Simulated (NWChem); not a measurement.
# A workflow on the pair AlHSF2···SiH4O

We compute the energy (singlet AlSiH5SOF2, BLYP-D3(0)/STO-3G), then the energy (singlet AlHSF2, BLYP-D3(0)/STO-3G), then a single-point energy (singlet SiH4O, BLYP-D3(0)/STO-3G), then the energy (singlet AlHSF2, BLYP-D3(0)/STO-3G), then a single-point energy (singlet SiH4O, BLYP-D3(0)/STO-3G) of AlF2H5OSSi and its partners. 

The calculation is run with NWChem 7.3.0.

## (1) The molecule

The species is AlSiH5SOF2 (11 atoms), meant as a singlet with charge 0. The two molecules were placed rigidly side by side, at 1.3 times their contact distance; the pair isn't optimised.

Bond lengths: F1–Al2 1.638 Å, Al2–F3 1.635 Å, Al2–S4 2.153 Å, O6–Si7 1.648 Å, S4–H5 1.346 Å, O6–H8 0.957 Å, Si7–H9 1.489 Å, Si7–H10 1.481 Å, Si7–H11 1.489 Å. Some angles: F1–Al2–F3 119.3°, F1–Al2–S4 121.0°, F3–Al2–S4 119.7°, Al2–S4–H5 91.6°, O6–Si7–H9 111.7°, O6–Si7–H10 105.9°, O6–Si7–H11 111.7°, Si7–O6–H8 117.9°, H9–Si7–H10 109.9°, H9–Si7–H11 107.9°.

## (2) The energy at BLYP-D3(0)/STO-3G (run 1)

Input file alf2h5ossi.nw:

```
start alf2h5ossi
memory total 2200 mb
charge 0
geometry units au noautosym nocenter noautoz
  F      1.66711639     0.76087933     2.84169456
  Al     0.62417654    -0.85030117     0.41434135
  F      1.53181200    -3.78107741     0.04319914
  S     -1.91504845     0.83231097    -2.28229783
  H     -1.90805647     3.03818828    -1.01693722
  O      6.02405004   -13.78948271     0.84121158
  Si     6.82019166   -10.79266053     0.55779046
  H      7.14393954   -14.87924997     1.75340128
  H      7.05430983    -9.53831703     3.06557041
  H      4.77033014    -9.59015221    -0.91853918
  H      9.27194123   -10.49223188    -0.78994331
end
basis spherical bse
  * library STO-3G
end
dft
  xc becke88 lyp
  mult 1
  disp vdw 3
  grid fine
  convergence energy 1e-08
  iterations 100
  mulliken
  print low
end
task dft energy
```

Run with:

```console
nwchem alf2h5ossi.nw > alf2h5ossi.out
```

The log of the run:

```text
[...]
 d= 0,ls=0.0,diis     1  -1192.9713687825 -1.56D+03  8.59D-02  1.29D+00     0.6
[...]
 d= 0,ls=0.0,diis    11  -1193.2714095423 -8.67D-09  9.03D-07  3.59D-10     4.0
         Total DFT energy =    -1193.271409542305
      One electron energy =    -2388.354052700990
           Coulomb energy =      929.781343145867
    Exchange-Corr. energy =      -97.162019560742
 Nuclear repulsion energy =      362.468231330667
    Dispersion correction =       -0.004911757107
[...]
      Total Density - Mulliken Population Analysis
     ---------------------------------------------
    Atom       Charge   Shell Charges
 -----------   ------   -------------------------------------------------------
    1 F    9     9.24   2.00  1.96  5.28
    2 Al  13    12.32   2.00  1.97  5.79  0.98  1.59
    3 F    9     9.24   2.00  1.96  5.28
    4 S   16    16.15   2.00  2.00  5.95  1.91  4.29
    5 H    1     1.04   1.04
    6 O    8     8.43   2.00  1.84  4.59
    7 Si  14    13.34   2.00  1.98  5.87  1.23  2.25
    8 H    1     0.81   0.81
    9 H    1     1.15   1.15
   10 H    1     1.13   1.13
[...]
```

Wall time 4.5 s (1 thread of Intel Xeon 6975P-C (Granite Rapids), shared host); peak memory 0.13 GiB.

## (3) AlHSF2: a single-point energy at BLYP-D3(0)/STO-3G (run 2)

Input file alf2hs.nw:

```
start alf2hs
title "AlF2HS energy"
memory stack 880 mb heap 220 mb global 1100 mb

geometry units angstroms noautosym nocenter noautoz
 F     0.882200    0.402640    1.503760
 Al    0.330300   -0.449960    0.219260
 F     0.810600   -2.000860    0.022860
 S    -1.013400    0.440440   -1.207740
 H    -1.009700    1.607740   -0.538140
end

basis spherical bse
 * library STO-3G
end

dft
 xc becke88 lyp
 disp vdw 3
 grid fine
 convergence energy 1e-08
 iterations 100
 mulliken
 print low
end

task dft energy
```

Run with:

```console
nwchem alf2hs.nw > alf2hs.out
```

The log of the run:

```text
[...]
 d= 0,ls=0.0,diis     1   -830.4231697440 -1.03D+03  1.24D-01  8.74D-01     0.3
[...]
 d= 0,ls=0.0,diis    11   -830.6520982896 -3.79D-10  2.39D-07  2.56D-11     1.7
         Total DFT energy =     -830.652098289600
      One electron energy =    -1560.315508050254
           Coulomb energy =      595.835224483805
    Exchange-Corr. energy =      -66.066641091936
 Nuclear repulsion energy =      199.896872895097
    Dispersion correction =       -0.002046526312
[...]
      Total Density - Mulliken Population Analysis
     ---------------------------------------------
    Atom       Charge   Shell Charges
 -----------   ------   -------------------------------------------------------
    1 F    9     9.24   2.00  1.96  5.28
    2 Al  13    12.32   2.00  1.97  5.79  0.98  1.59
    3 F    9     9.24   2.00  1.96  5.28
    4 S   16    16.15   2.00  2.00  5.95  1.91  4.29
    5 H    1     1.04   1.04
[...]
```

Wall time 2.2 s (1 thread of Intel Xeon 6975P-C (Granite Rapids), shared host); peak memory 0.12 GiB.

## (4) SiH4O: the energy at BLYP-D3(0)/STO-3G (run 3)

Input file struct.nw:

```
start struct
memory 2200 mb

geometry units angstrom noautosym nocenter noautoz
O      3.187790    -7.297080     0.445150
Si     3.609090    -5.711230     0.295170
H      3.780410    -7.873760     0.927860
H      3.732980    -5.047460     1.622230
H      2.524350    -5.074890    -0.486070
H      4.906500    -5.552250    -0.418020
end

basis spherical bse
* library STO-3G
end

dft
xc becke88 lyp
disp vdw 3
grid fine
convergence energy 1e-08
iterations 100
mulliken
print low
end

task dft
```

Run with:

```console
nwchem struct.nw > struct.out
```

The log of the run:

```text
[...]
 d= 0,ls=0.0,diis     1   -362.5479696971 -4.27D+02  1.01D-01  4.11D-01     0.2
[...]
 d= 0,ls=0.0,diis     8   -362.6189444283 -2.95D-10  2.69D-06  8.17D-10     0.9
         Total DFT energy =     -362.618944428280
      One electron energy =     -632.336630935328
           Coulomb energy =      236.060534525834
    Exchange-Corr. energy =      -31.095488391301
 Nuclear repulsion energy =       64.755066209535
    Dispersion correction =       -0.002425837020
[...]
      Total Density - Mulliken Population Analysis
     ---------------------------------------------
    Atom       Charge   Shell Charges
 -----------   ------   -------------------------------------------------------
    1 O    8     8.43   2.00  1.84  4.59
    2 Si  14    13.34   2.00  1.98  5.87  1.23  2.25
    3 H    1     0.81   0.81
    4 H    1     1.15   1.15
    5 H    1     1.13   1.13
    6 H    1     1.15   1.15
[...]
```

Wall time 1.5 s (1 thread of Intel Xeon 6975P-C (Granite Rapids), shared host); peak memory 0.12 GiB.

## (5) AlHSF2 among ghost functions: the energy at BLYP-D3(0)/STO-3G (with ghost functions) (run 4)

Input file a.nw:

```
start a
title "AlF2HS energy"
memory stack 880 mb heap 220 mb global 1100 mb
charge 0
geometry units angstrom noautosym nocenter noautoz
  F     0.882200    0.402640    1.503760
  Al    0.330300   -0.449960    0.219260
  F     0.810600   -2.000860    0.022860
  S    -1.013400    0.440440   -1.207740
  H    -1.009700    1.607740   -0.538140
  bqO      3.187790    -7.297080     0.445150
  bqSi     3.609090    -5.711230     0.295170
  bqH      3.780410    -7.873760     0.927860
  bqH      3.732980    -5.047460     1.622230
  bqH      2.524350    -5.074890    -0.486070
  bqH      4.906500    -5.552250    -0.418020
end
basis spherical bse
  F library STO-3G
  Al library STO-3G
  S library STO-3G
  H library STO-3G
  bqO library O STO-3G
  bqSi library Si STO-3G
  bqH library H STO-3G
end
dft
  xc becke88 lyp
  disp vdw 3
  grid fine
  convergence energy 1e-08
  maxiter 100
  mulliken
  print low
end
task dft energy
```

Run with:

```console
nwchem a.nw > a.out
```

The log of the run:

```text
[...]
 d= 0,ls=0.0,diis     1   -830.4231788157 -1.03D+03  7.68D-02  8.74D-01     0.6
[...]
 d= 0,ls=0.0,diis    11   -830.6521065496 -3.80D-10  1.48D-07  2.58D-11     3.5
         Total DFT energy =     -830.652106549625
      One electron energy =    -1560.315377811344
           Coulomb energy =      595.835078141077
    Exchange-Corr. energy =      -66.066633248142
 Nuclear repulsion energy =      199.896872895097
    Dispersion correction =       -0.002046526312
[...]
      Total Density - Mulliken Population Analysis
     ---------------------------------------------
    Atom       Charge   Shell Charges
 -----------   ------   -------------------------------------------------------
    1 F    9     9.24   2.00  1.96  5.28
    2 Al  13    12.32   2.00  1.97  5.79  0.98  1.59
    3 F    9     9.24   2.00  1.96  5.28
    4 S   16    16.15   2.00  2.00  5.95  1.91  4.29
    5 H    1     1.04   1.04
    6 X    0     0.00   0.00  0.00  0.00
    7 X    0    -0.00  -0.00 -0.00 -0.00 -0.00 -0.00
    8 X    0     0.00   0.00
    9 X    0     0.00   0.00
   10 X    0     0.00   0.00
[...]
```

It took 4.2 s on 1 thread of Intel Xeon 6975P-C (Granite Rapids), shared host; peak memory 0.13 GiB.

## (6) SiH4O among ghost functions: the energy at BLYP-D3(0)/STO-3G (with ghost functions) (run 5)

Input file test.nw:

```
start test
title "H4OSi BLYP"
memory 2200 mb
charge 0

geometry units angstrom noautosym nocenter noautoz
   O      3.187790    -7.297080     0.445150
   Si     3.609090    -5.711230     0.295170
   H      3.780410    -7.873760     0.927860
   H      3.732980    -5.047460     1.622230
   H      2.524350    -5.074890    -0.486070
   H      4.906500    -5.552250    -0.418020
   bqF      0.882200     0.402640     1.503760
   bqAl     0.330300    -0.449960     0.219260
   bqF      0.810600    -2.000860     0.022860
   bqS     -1.013400     0.440440    -1.207740
   bqH     -1.009700     1.607740    -0.538140
end

basis spherical bse
   O library STO-3G
   Si library STO-3G
   H library STO-3G
   bqF library F STO-3G
   bqAl library Al STO-3G
   bqS library S STO-3G
   bqH library H STO-3G
end

dft
   xc becke88 lyp
   disp vdw 3
   grid fine
   convergence energy 1e-08
   maxiter 100
   mulliken
   print low
end

task dft energy
```

Run with:

```console
nwchem test.nw > test.out
```

The log of the run:

```text
[...]
 d= 0,ls=0.0,diis     1   -362.5479775232 -4.27D+02  3.86D-02  4.11D-01     0.5
[...]
 d= 0,ls=0.0,diis     8   -362.6189525967 -2.95D-10  1.04D-06  8.26D-10     2.2
         Total DFT energy =     -362.618952596749
      One electron energy =     -632.336625407565
           Coulomb energy =      236.060525961063
    Exchange-Corr. energy =      -31.095493522761
 Nuclear repulsion energy =       64.755066209535
    Dispersion correction =       -0.002425837020
[...]
      Total Density - Mulliken Population Analysis
     ---------------------------------------------
    Atom       Charge   Shell Charges
 -----------   ------   -------------------------------------------------------
    1 O    8     8.43   2.00  1.84  4.59
    2 Si  14    13.34   2.00  1.98  5.87  1.23  2.25
    3 H    1     0.81   0.81
    4 H    1     1.15   1.15
    5 H    1     1.13   1.13
    6 H    1     1.15   1.15
    7 X    0    -0.00  -0.00 -0.00 -0.00
    8 X    0     0.00   0.00  0.00 -0.00  0.00  0.00
    9 X    0     0.00   0.00  0.00  0.00
   10 X    0     0.00   0.00  0.00 -0.00  0.00 -0.00
[...]
```

Wall time 2.7 s (1 thread of Intel Xeon 6975P-C (Granite Rapids), shared host); peak memory 0.13 GiB.

## (7) Summary of results

| quantity | value |
| --- | --- |
| run 1, BLYP-D3(0)/STO-3G: total energy | -1193.27141 Eh |
| run 1, BLYP-D3(0)/STO-3G: dispersion energy | -12.90 kJ/mol |
| AlHSF2: total energy | -830.65210 Eh |
| AlHSF2: dispersion energy | -5.37 kJ/mol |
| SiH4O: total energy | -362.61894 Eh |
| SiH4O: dispersion energy | -6.37 kJ/mol |
| AlHSF2 among ghost functions: total energy | -830.65211 Eh |
| AlHSF2 among ghost functions: dispersion energy | -5.37 kJ/mol |
| SiH4O among ghost functions: total energy | -362.61895 Eh |
| SiH4O among ghost functions: dispersion energy | -6.37 kJ/mol |
| interaction energy of the rigid parts AlHSF2 and SiH4O (parts in their own basis; closest atoms 3.56 Å apart) | -0.010 eV |
| interaction energy of the rigid parts AlHSF2 and SiH4O (parts in the whole basis, counterpoise; closest atoms 3.56 Å apart) | -0.010 eV |

**Reading.** The interaction energy of the rigid parts AlHSF2 and SiH4O (parts in their own basis; closest atoms 3.56 Å apart) is −0.01 eV (−0.2 kcal/mol). Without counterpoise this holds the superposition error of the basis. The interaction energy of the rigid parts AlHSF2 and SiH4O (parts in the whole basis, counterpoise; closest atoms 3.56 Å apart) is −0.01 eV (−0.2 kcal/mol). The basis-set superposition error is 0.0 kJ/mol. Mulliken charges (run 1, BLYP-D3(0)/STO-3G) run from -0.43 on O6 to +0.68 on Al2. Mulliken charges (SiH4O) run from -0.43 on O1 to +0.66 on Si2.
